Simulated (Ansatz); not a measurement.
# TiSn (Fm-3m) in Ansatz: equation of state

How stiff is TiSn in PBE, and what volume does it want? The cell is scaled to several volumes.

Everything below comes from runs of Ansatz 0.2.0. Logs are shortened: lines on timing, memory, paths and dates and some standing lists are left out, and cuts for length are marked.

**1. The structure**

Symmetry: Fm-3m, No. 225, cubic system. The conventional cell has a = 5.601 Å, b = 5.601 Å, c = 5.601 Å, α = 90.00°, β = 90.00°, γ = 90.00°. Around Ti (site symmetry m-3m) lie 6 Sn at 2.80 Å. Around Sn (site symmetry m-3m) lie 6 Ti at 2.80 Å.

The cell was built by a generator and needn't be a form met in nature.

**2. Single point, PBE, 20.65 Å³/atom (volume scaled by 0.94)**

Input file input.yaml:

```yaml
crystal:
  lattice:
    - [0.0, 2.7433798768, 2.7433798768]
    - [2.7433798768, 0.0, 2.7433798768]
    - [2.7433798768, 2.7433798768, 0.0]
  atoms:
    - { symbol: Ti, position: [0.0, 0.0, 0.0] }
    - { symbol: Sn, position: [0.5, 0.5, 0.5] }
hamiltonian:
  xc: pbe
  pseudopotentials: { kind: paw }
kpoints:
  mp_grid: { grid: [8, 8, 8] }
scf:
  occupations: { method: fermi_dirac, width: 0.05 }
output:
  forces: true
  stress: true
  eigenvalues: true
```

Potentials or basis: Ansatz PAW.

Launch:

```
$ ansatz run input.yaml --threads 2 --pin off --max-ram 5632MiB --backend cpu --events-out ev --progress --plain --runs-dir out
```

Output:

```text
Warning: RAYON_NUM_THREADS=2 ignored (pool sized by the plan → 2); use --threads N
Engine: ansatz 0.2.0, aarch64-unknown-linux-gnu
Pseudopotentials: kind: paw
Pseudopotential: Ti, paw, valence charge 12, recommended cutoff 420 eV (normal), Ti.paw.azcp
Pseudopotential: Sn, paw, valence charge 14, recommended cutoff 420 eV (normal), Sn.paw.azcp
Functional definition: PBE
  parameter kappa = 0.804
  parameter beta = 0.06672455060314922
  exchange = pbe_x(kappa = kappa, mu = beta*pi^2/3)
  correlation = pbe_c(beta = beta)
Crystal: 2 atoms, lattice volume = 41.294 Å³
Basis set: ecut = 420 eV, 869 PW (Γ), exchange–correlation on 54×54×54 points (8 copies of the dense FFT grid, shifted against one another)
Bands: 17, of which v1, the nominal top of the filled ones, is band 13 counted from 1 (12 counted from 0)
Symmetry: 48 space group operations
Space group: Fm-3m (ITA 225), of the structure as read, at distance tolerance 3.5e-5 Å
k-points: 29 of 512
Non-local potential: Ti, projectors of the file, l = 0: 3, l = 1: 2, l = 2: 3, l = 3: 1
Non-local potential: Sn, projectors of the file, l = 0: 2, l = 1: 2, l = 2: 2, l = 3: 2
PAW form: soft (Blöchl's): semilocal exchange-correlation on the pseudo side does not see the compensation charge
PAW one-centre angular grid: Ti, 590 points (default); XC on 64 Gauss nodes
PAW one-centre angular grid: Sn, 590 points (default); XC on 64 Gauss nodes
Initial density: superposition of atomic densities (neutral atoms: chi_scale 0, normalization atom), corrected by the library's trained network
Initial wavefunctions: pseudopotential atomic-orbital guess
Functional: x = pbe(κ = 0.804, μ = 0.2195149727645171), c = pbe(β = 0.06672455060314922)
SCF iter   1: F=—  HF=-8523.962792 eV  |F-HF|=—  |Δ(HF+E_count)|=         —  Δρ=6.05e-3  dr2=2.12e-2  ethr=1.77e-3  ⟨swp⟩=5.7  Hψ=2515  notcnv=0
preconditioner: auto → none  [insulator: Δε(μ)=0.140 eV  Ē_g=14.844 eV  σ=0.050 eV  W_gap=0.52  n_scr=14 (ndim 8)  ℏωp=24.5 eV  f_vac=0.000  D(μ)=0.84/eV (n_scr^D=0)  ε∞_Penn≈3.7]
SCF iter   2: F=—  HF=-8523.959862 eV  |F-HF|=—  |Δ(HF+E_count)|=   2.93e-3  Δρ=2.48e-3  dr2=2.71e-3  ethr=8.16e-5  ⟨swp⟩=2.0  Hψ=808  notcnv=0
SCF iter   3: F=—  HF=-8523.959625 eV  |F-HF|=—  |Δ(HF+E_count)|=   2.37e-4  Δρ=4.12e-4  dr2=3.04e-5  ethr=1.04e-5  ⟨swp⟩=2.0  Hψ=565  notcnv=0
SCF iter   4: F=—  HF=-8523.959635 eV  |F-HF|=—  |Δ(HF+E_count)|=   1.08e-5  Δρ=7.16e-5  dr2=1.56e-6  ethr=1.17e-7  ⟨swp⟩=2.0  Hψ=749  notcnv=0
iter 5 did not close the SCF: its close was put off for the readings that it lacked (scf_convergence_deferred on its scf_iter line)
SCF iter   5: F=-8523.959635 eV  HF=-8523.959635 eV  |F-HF|=8.34e-9  |Δ(HF+E_count)|=   5.17e-7  Δρ=1.47e-5  dr2=3.13e-8  ethr=6.00e-9  ⟨swp⟩=2.0  Hψ=756  notcnv=0
SCF iter   6: F=-8523.959635 eV  HF=-8523.959635 eV  |F-HF|=1.00e-10  |Δ(HF+E_count)|=   1.87e-8  Δρ=1.28e-6  dr2=4.20e-10  ethr=1.20e-10  ⟨swp⟩=2.3  Hψ=1758  notcnv=0
SCF 1 converged in 6 iterations: F = -8523.959635 eV  dr2 = 4.20e-10
SCF converged after 6 iterations
Free energy (F): -8523.959635 eV
Harris-Foulkes:  -8523.959635 eV  (|F-HF|=1.00e-10)
Internal energy: -8523.952777 eV  (E = F + TS)
E sigma→0 (E₀):  -8523.956206 eV
Entropy (-TS):   -0.006858 eV (-3.429 meV/atom)
Fermi energy:    12.809129 eV
--- Per-component energies (eV) ---
  E_band       = -217.950310
  E_kinetic    = 462.554218
  E_local      = -1633.187452  (includes V_loc(G=0)·N_el)
  E_nonlocal   = -22.362161
  E_hartree    = 861.976155
  E_xc         = -480.887845
  E_vxc        = -219.389926  (∫ρ·V_xc dr)
  E_paw        = -5186.022532  (= ΣΔE_a)
  E_vpaw       = -529.517815  (= ΣTr[D̂ρ^β])
  E_aug_tail   = 0.000129  (compensation charges beyond the density's cutoff)
  E_ewald      = -2526.023290
  E_smearing   = -0.006858  (= −TS)
  E_closure    = 0.000000  (closes the sum)
  Σ components = -8523.959635   (vs F -8523.959635, Δ=0.00e0)
--- Forces (eV/Å), atoms counted from 1 ---
  atom   1  Ti    -0.00000000     0.00000000    -0.00000000
  atom   2  Sn     0.00000000     0.00000000     0.00000000
  max |Σ_I F_I| component: 1.70e-29 eV/Å
--- Stress (GPa, compression-positive) ---
        5.887478       0.000000       0.000000
       -0.000000       5.887478       0.000000
        0.000000      -0.000000       5.887478
  P = ⅓ Tr σ = 5.8875 GPa (58.875 kbar)
--- Band table (eV; the first three rows and the last of 29) ---
  k-point 0: bands = ["-44.3668", "-20.6449", "-20.6449", "-20.6449", "-8.1292", "-8.1292", "-8.0534", "-8.0534", "-8.0534", "2.8024", "12.9097", "12.9097", "12.9097", "13.3277", "13.3277", "16.4144", "16.4144"]
  k-point 1: bands = ["-44.3664", "-20.6513", "-20.6467", "-20.6467", "-8.1230", "-8.1230", "-8.0513", "-8.0483", "-8.0483", "3.0472", "12.4455", "12.7419", "12.7419", "13.1523", "13.1523", "15.5998", "16.9776"]
  k-point 2: bands = ["-44.3653", "-20.6667", "-20.6509", "-20.6509", "-8.1091", "-8.1091", "-8.0464", "-8.0353", "-8.0353", "3.7600", "10.9766", "12.0277", "12.0277", "13.3882", "13.3882", "14.7317", "18.0137"]
  k-point 28: bands = ["-44.3631", "-20.6708", "-20.6708", "-20.6655", "-8.1271", "-8.0878", "-8.0343", "-8.0343", "-7.9930", "6.0738", "10.0452", "10.0452", "10.8284", "14.1746", "14.1746", "14.2244", "14.5119"]
```

It took 0.84 s on 2 threads of Arm Neoverse V1, shared host; peak memory 0.32 GiB.

Results:

* Free energy: -8523.9596 eV
* Pressure: 5.9 GPa
* Band gap on the k mesh: none (metal or under the smearing width)

**3. Single point, PBE, 21.09 Å³/atom (volume scaled by 0.96)**

Edit input.yaml of step 2 so:

```diff
@@ -2,5 +2,5 @@
   lattice:
-    - [0.0, 2.7433798768, 2.7433798768]
-    - [2.7433798768, 0.0, 2.7433798768]
-    - [2.7433798768, 2.7433798768, 0.0]
+    - [0.0, 2.7627000899, 2.7627000899]
+    - [2.7627000899, 0.0, 2.7627000899]
+    - [2.7627000899, 2.7627000899, 0.0]
   atoms:
```

Potentials or basis: Ansatz PAW.

Launch:

```
$ ansatz run input.yaml --threads 2 --pin off --max-ram 5632MiB --backend cpu --events-out ev --progress --plain --runs-dir out
```

Wall time 0.86 s (2 threads of Arm Neoverse V1, shared host); peak memory 0.32 GiB.

It converged, with:

```
Free energy            : -8523.9859 eV
Pressure               : 3.7 GPa
Band gap on the k mesh : none (metal or under the smearing width)
```

**4. Single point, PBE, 21.53 Å³/atom (volume scaled by 0.98)**

Edit input.yaml of step 3 so:

```diff
@@ -2,5 +2,5 @@
   lattice:
-    - [0.0, 2.7627000899, 2.7627000899]
-    - [2.7627000899, 0.0, 2.7627000899]
-    - [2.7627000899, 2.7627000899, 0.0]
+    - [0.0, 2.7817537961, 2.7817537961]
+    - [2.7817537961, 0.0, 2.7817537961]
+    - [2.7817537961, 2.7817537961, 0.0]
   atoms:
```

Launch:

```
$ ansatz run input.yaml --threads 2 --pin off --max-ram 5632MiB --backend cpu --events-out ev --progress --plain --runs-dir out
```

It took 0.85 s on 2 threads of Arm Neoverse V1, shared host; peak memory 0.32 GiB.

It converged, with:

```
Free energy            : -8524.0008 eV
Pressure               : 1.8 GPa
Band gap on the k mesh : none (metal or under the smearing width)
```

**5. Single point, PBE, 21.96 Å³/atom**

Edit input.yaml of step 4 so:

```diff
@@ -2,5 +2,5 @@
   lattice:
-    - [0.0, 2.7817537961, 2.7817537961]
-    - [2.7817537961, 0.0, 2.7817537961]
-    - [2.7817537961, 2.7817537961, 0.0]
+    - [0.0, 2.80055, 2.80055]
+    - [2.80055, 0.0, 2.80055]
+    - [2.80055, 2.80055, 0.0]
   atoms:
@@ -19 +19,5 @@
   eigenvalues: true
+  write_density: true
+  write_potential: true
+  elf: true
+  volumetric_format: npy
```

Launch:

```
$ ansatz run input.yaml --threads 2 --pin off --max-ram 5632MiB --backend cpu --events-out ev --progress --plain --runs-dir out
```

Run time: 1.1 s. Hardware: 2 threads of Arm Neoverse V1, shared host; peak memory 0.32 GiB.

Results (log left out):

```
Free energy            : -8524.0055 eV
Pressure               : 0.0 GPa
Band gap on the k mesh : none (metal or under the smearing width)
```

**6. Single point, PBE, 22.40 Å³/atom (volume scaled by 1.02)**

Edit input.yaml of step 5 so:

```diff
@@ -2,5 +2,5 @@
   lattice:
-    - [0.0, 2.80055, 2.80055]
-    - [2.80055, 0.0, 2.80055]
-    - [2.80055, 2.80055, 0.0]
+    - [0.0, 2.8190972293, 2.8190972293]
+    - [2.8190972293, 0.0, 2.8190972293]
+    - [2.8190972293, 2.8190972293, 0.0]
   atoms:
```

Potentials or basis: Ansatz PAW.

Launch:

```
$ ansatz run input.yaml --threads 2 --pin off --max-ram 5632MiB --backend cpu --events-out ev --progress --plain --runs-dir out
```

Run time: 1.1 s. Hardware: 2 threads of Arm Neoverse V1, shared host; peak memory 0.32 GiB.

It converged, with:

| Item | Value |
| --- | --- |
| Free energy | -8524.0011 eV |
| Pressure | -1.6 GPa |
| Band gap on the k mesh | none (metal or under the smearing width) |

**7. Single point, PBE, 22.84 Å³/atom (volume scaled by 1.04)**

Input file input.yaml:

```yaml
crystal:
  lattice:
    - [0.0, 2.8374035684, 2.8374035684]
    - [2.8374035684, 0.0, 2.8374035684]
    - [2.8374035684, 2.8374035684, 0.0]
  atoms:
    - { symbol: Ti, position: [0.0, 0.0, 0.0] }
    - { symbol: Sn, position: [0.5, 0.5, 0.5] }
hamiltonian:
  xc: pbe
  pseudopotentials: { kind: paw }
kpoints:
  mp_grid: { grid: [8, 8, 8] }
scf:
  occupations: { method: fermi_dirac, width: 0.05 }
output:
  forces: true
  stress: true
  eigenvalues: true
```

Launch:

```
$ ansatz run input.yaml --threads 2 --pin off --max-ram 5632MiB --backend cpu --events-out ev --progress --plain --runs-dir out
```

Run time: 0.87 s. Hardware: 2 threads of Arm Neoverse V1, shared host; peak memory 0.32 GiB.

The run converged. Its results:

* Free energy: -8523.9884 eV
* Pressure: -3.0 GPa
* Band gap on the k mesh: none (metal or under the smearing width)

**8. Single point, PBE, 23.28 Å³/atom (volume scaled by 1.06)**

Edit input.yaml of step 7 so:

```diff
@@ -2,5 +2,5 @@
   lattice:
-    - [0.0, 2.8374035684, 2.8374035684]
-    - [2.8374035684, 0.0, 2.8374035684]
-    - [2.8374035684, 2.8374035684, 0.0]
+    - [0.0, 2.8554766898, 2.8554766898]
+    - [2.8554766898, 0.0, 2.8554766898]
+    - [2.8554766898, 2.8554766898, 0.0]
   atoms:
@@ -19 +19,5 @@
   eigenvalues: true
+  write_density: true
+  write_potential: true
+  elf: true
+  volumetric_format: npy
```

Launch:

```
$ ansatz run input.yaml --threads 2 --pin off --max-ram 5632MiB --backend cpu --events-out ev --progress --plain --runs-dir out
```

It took 1.1 s on 2 threads of Arm Neoverse V1, shared host; peak memory 0.33 GiB.

Results (log left out):

```
Free energy            : -8523.9684 eV
Pressure               : -4.3 GPa
Band gap on the k mesh : none (metal or under the smearing width)
```

**9. Equation of state, PBE**

Potentials or basis: Ansatz PAW.

No new run: the results of the series are fitted here.

What came out:

| Item | Value |
| --- | --- |
| Equilibrium volume | 21.96 Å³/atom |
| Bulk modulus | 83 GPa |
| Pressure derivative of the bulk modulus | 4.3 |

Energy against volume, from the lowest point:
```tsv
volume (Å³/atom)	energy (meV/atom)
20.647	22.92
21.086	9.81
21.526	2.36
21.965	0.00
22.404	2.21
22.844	8.53
23.283	18.56
```
